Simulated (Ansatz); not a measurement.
# TaN: the cost of one run

Method: DFT LDA+U (U_eff = 4 eV on Ta d, around-mean-field double counting), plane waves, PAW, no spin–orbit coupling unless a run says so, in Ansatz 0.2.0.

### 1 The system as given

Symmetry: P6/mmm, No. 191, hexagonal system. Conventional cell: a = 5.185 Å, b = 5.185 Å, c = 2.908 Å, α = 90.00°, β = 90.00°, γ = 120.00°. Ta (site symmetry 6/mmm) is surrounded by 6 N at 2.59 Å and 2 Ta at 2.91 Å. Ta (site symmetry -6m2) has 6 N at 2.09 Å in its first shell of neighbours. N (site symmetry mmm) is surrounded by 6 Ta at 2.09 to 2.59 Å.

Coordinates:

```cif
data_structure
_symmetry_space_group_name_H-M 'P6/mmm'
_symmetry_Int_Tables_number 191
_cell_length_a 5.1850
_cell_length_b 5.1850
_cell_length_c 2.9080
_cell_angle_alpha 90.000
_cell_angle_beta 90.000
_cell_angle_gamma 120.000
_cell_volume 67.71
loop_
_atom_site_label
_atom_site_type_symbol
_atom_site_symmetry_multiplicity
_atom_site_Wyckoff_symbol
_atom_site_fract_x
_atom_site_fract_y
_atom_site_fract_z
_atom_site_occupancy
Ta1 Ta 1 a 0.00000 0.00000 0.00000 1
Ta2 Ta 2 d 0.33333 0.66667 0.50000 1
N1 N 3 f 0.50000 0.00000 0.00000 1
```

Magnetic order typed: ferromagnetic.

An earlier series on this cell reached its lowest free state from «natural orbitals of the symmetric run, filled by rank», perhaps among other starts.

### 2 Random orbitals: single harmonics, second filling

input.yaml

```yaml
crystal:
  lattice:
    - [5.1850002, 0.0, 0.0]
    - [-2.5925001, 4.49034189, 0.0]
    - [0.0, 0.0, 2.90800053]
  atoms:
    - { symbol: Ta, position: [0.0, 0.0, 0.0], spin: 0.3, spin_axis: [0.57735, 0.57735, 0.57735] }
    - { symbol: Ta, position: [0.3333333333, 0.6666666667, 0.5], spin: 0.3, spin_axis: [0.57735, 0.57735, 0.57735] }
    - { symbol: Ta, position: [0.6666666667, 0.3333333333, 0.5], spin: 0.3, spin_axis: [0.57735, 0.57735, 0.57735] }
    - { symbol: "N", position: [0.5, 0.0, 0.0] }
    - { symbol: "N", position: [0.5, 0.5, 0.0] }
    - { symbol: "N", position: [0.0, 0.5, 0.0] }
basis:
  ecutwfc: 420
  ecutrho_ratio: 4
kpoints:
  mp_grid: { grid: [4, 4, 7] }
hamiltonian:
  xc: lda
  hubbard:
    sites:
      - { site: 0, l: d, u_eff: 4.0, starting_ns: [{ occupation_matrix: s0 }] }
      - { site: 1, l: d, u_eff: 4.0, starting_ns: [{ occupation_matrix: s1 }] }
      - { site: 2, l: d, u_eff: 4.0, starting_ns: [{ occupation_matrix: s2 }] }
    double_counting: amf
    occupation_matrices:
      s0:
        spinor_matrix:
          - [[0.02, 0.0], [0.0, 0.0], [0.0, 0.0], [0.0, 0.0], [0.0, 0.0], [0.0, 0.0], [0.0, 0.0], [0.0, 0.0], [0.0, 0.0], [0.0, 0.0]]
          - [[0.0, 0.0], [0.02, 0.0], [0.0, 0.0], [0.0, 0.0], [0.0, 0.0], [0.0, 0.0], [0.0, 0.0], [0.0, 0.0], [0.0, 0.0], [0.0, 0.0]]
          - [[0.0, 0.0], [0.0, 0.0], [0.22076, 0.0], [0.0, 0.0], [0.0, 0.0], [0.0, 0.0], [0.0, 0.0], [-0.27424, 0.27424], [0.0, 0.0], [0.0, 0.0]]
          - [[0.0, 0.0], [0.0, 0.0], [0.0, 0.0], [0.02, 0.0], [0.0, 0.0], [0.0, 0.0], [0.0, 0.0], [0.0, 0.0], [0.0, 0.0], [0.0, 0.0]]
          - [[0.0, 0.0], [0.0, 0.0], [0.0, 0.0], [0.0, 0.0], [0.76924, 0.0], [0.0, 0.0], [0.0, 0.0], [0.0, 0.0], [0.0, 0.0], [0.27424, -0.27424]]
          - [[0.0, 0.0], [0.0, 0.0], [0.0, 0.0], [0.0, 0.0], [0.0, 0.0], [0.02, 0.0], [0.0, 0.0], [0.0, 0.0], [0.0, 0.0], [0.0, 0.0]]
          - [[0.0, 0.0], [0.0, 0.0], [0.0, 0.0], [0.0, 0.0], [0.0, 0.0], [0.0, 0.0], [0.02, 0.0], [0.0, 0.0], [0.0, 0.0], [0.0, 0.0]]
          - [[0.0, 0.0], [0.0, 0.0], [-0.27424, -0.27424], [0.0, 0.0], [0.0, 0.0], [0.0, 0.0], [0.0, 0.0], [0.76924, 0.0], [0.0, 0.0], [0.0, 0.0]]
          - [[0.0, 0.0], [0.0, 0.0], [0.0, 0.0], [0.0, 0.0], [0.0, 0.0], [0.0, 0.0], [0.0, 0.0], [0.0, 0.0], [0.02, 0.0], [0.0, 0.0]]
          - [[0.0, 0.0], [0.0, 0.0], [0.0, 0.0], [0.0, 0.0], [0.27424, 0.27424], [0.0, 0.0], [0.0, 0.0], [0.0, 0.0], [0.0, 0.0], [0.22076, 0.0]]
      s1:
        spinor_matrix:
          - [[0.22076, 0.0], [0.0, 0.0], [0.0, 0.0], [0.0, 0.0], [0.0, 0.0], [-0.27424, 0.27424], [0.0, 0.0], [0.0, 0.0], [0.0, 0.0], [0.0, 0.0]]
          - [[0.0, 0.0], [0.76924, 0.0], [0.0, 0.0], [0.0, 0.0], [0.0, 0.0], [0.0, 0.0], [0.27424, -0.27424], [0.0, 0.0], [0.0, 0.0], [0.0, 0.0]]
          - [[0.0, 0.0], [0.0, 0.0], [0.02, 0.0], [0.0, 0.0], [0.0, 0.0], [0.0, 0.0], [0.0, 0.0], [0.0, 0.0], [0.0, 0.0], [0.0, 0.0]]
          - [[0.0, 0.0], [0.0, 0.0], [0.0, 0.0], [0.02, 0.0], [0.0, 0.0], [0.0, 0.0], [0.0, 0.0], [0.0, 0.0], [0.0, 0.0], [0.0, 0.0]]
          - [[0.0, 0.0], [0.0, 0.0], [0.0, 0.0], [0.0, 0.0], [0.02, 0.0], [0.0, 0.0], [0.0, 0.0], [0.0, 0.0], [0.0, 0.0], [0.0, 0.0]]
          - [[-0.27424, -0.27424], [0.0, 0.0], [0.0, 0.0], [0.0, 0.0], [0.0, 0.0], [0.76924, 0.0], [0.0, 0.0], [0.0, 0.0], [0.0, 0.0], [0.0, 0.0]]
          - [[0.0, 0.0], [0.27424, 0.27424], [0.0, 0.0], [0.0, 0.0], [0.0, 0.0], [0.0, 0.0], [0.22076, 0.0], [0.0, 0.0], [0.0, 0.0], [0.0, 0.0]]
          - [[0.0, 0.0], [0.0, 0.0], [0.0, 0.0], [0.0, 0.0], [0.0, 0.0], [0.0, 0.0], [0.0, 0.0], [0.02, 0.0], [0.0, 0.0], [0.0, 0.0]]
          - [[0.0, 0.0], [0.0, 0.0], [0.0, 0.0], [0.0, 0.0], [0.0, 0.0], [0.0, 0.0], [0.0, 0.0], [0.0, 0.0], [0.02, 0.0], [0.0, 0.0]]
          - [[0.0, 0.0], [0.0, 0.0], [0.0, 0.0], [0.0, 0.0], [0.0, 0.0], [0.0, 0.0], [0.0, 0.0], [0.0, 0.0], [0.0, 0.0], [0.02, 0.0]]
      s2:
        spinor_matrix:
          - [[0.02, 0.0], [0.0, 0.0], [0.0, 0.0], [0.0, 0.0], [0.0, 0.0], [0.0, 0.0], [0.0, 0.0], [0.0, 0.0], [0.0, 0.0], [0.0, 0.0]]
          - [[0.0, 0.0], [0.02, 0.0], [0.0, 0.0], [0.0, 0.0], [0.0, 0.0], [0.0, 0.0], [0.0, 0.0], [0.0, 0.0], [0.0, 0.0], [0.0, 0.0]]
          - [[0.0, 0.0], [0.0, 0.0], [0.02, 0.0], [0.0, 0.0], [0.0, 0.0], [0.0, 0.0], [0.0, 0.0], [0.0, 0.0], [0.0, 0.0], [0.0, 0.0]]
          - [[0.0, 0.0], [0.0, 0.0], [0.0, 0.0], [0.02, 0.0], [0.0, 0.0], [0.0, 0.0], [0.0, 0.0], [0.0, 0.0], [0.0, 0.0], [0.0, 0.0]]
          - [[0.0, 0.0], [0.0, 0.0], [0.0, 0.0], [0.0, 0.0], [0.97, 0.0], [0.0, 0.0], [0.0, 0.0], [0.0, 0.0], [0.0, 0.0], [0.0, 0.0]]
          - [[0.0, 0.0], [0.0, 0.0], [0.0, 0.0], [0.0, 0.0], [0.0, 0.0], [0.02, 0.0], [0.0, 0.0], [0.0, 0.0], [0.0, 0.0], [0.0, 0.0]]
          - [[0.0, 0.0], [0.0, 0.0], [0.0, 0.0], [0.0, 0.0], [0.0, 0.0], [0.0, 0.0], [0.02, 0.0], [0.0, 0.0], [0.0, 0.0], [0.0, 0.0]]
          - [[0.0, 0.0], [0.0, 0.0], [0.0, 0.0], [0.0, 0.0], [0.0, 0.0], [0.0, 0.0], [0.0, 0.0], [0.02, 0.0], [0.0, 0.0], [0.0, 0.0]]
          - [[0.0, 0.0], [0.0, 0.0], [0.0, 0.0], [0.0, 0.0], [0.0, 0.0], [0.0, 0.0], [0.0, 0.0], [0.0, 0.0], [0.02, 0.0], [0.0, 0.0]]
          - [[0.0, 0.0], [0.0, 0.0], [0.0, 0.0], [0.0, 0.0], [0.0, 0.0], [0.0, 0.0], [0.0, 0.0], [0.0, 0.0], [0.0, 0.0], [0.97, 0.0]]
    ns_hold: until_converged
scf:
  occupations: { method: gaussian, width: 0.05 }
  lower_state_search: "off"
  max_iter: 150
output:
  forces: true
  stress: true
  eigenvalues: true
  populations: true
  hubbard: { sites: [{ site: 0, l: d }, { site: 1, l: d }, { site: 2, l: d }] }
magnetization:
  noncollinear: true
  spin_orbit: true
```

The typed matrices put 0.97 on the chosen orbitals and 0.02 on the others, and are held until the SCF converges, then released. This run includes spin–orbit coupling.

Run with:

```console
$ ansatz run input.yaml --threads 8 --pin off --max-ram 12288MiB --backend cpu --events-out ev --progress --plain --runs-dir out
```

**Question.** How long does this run take on 8 threads of Arm Neoverse V1, shared host, and how much memory does it need?

About 2.2 min, with a peak of 1.9 GiB.
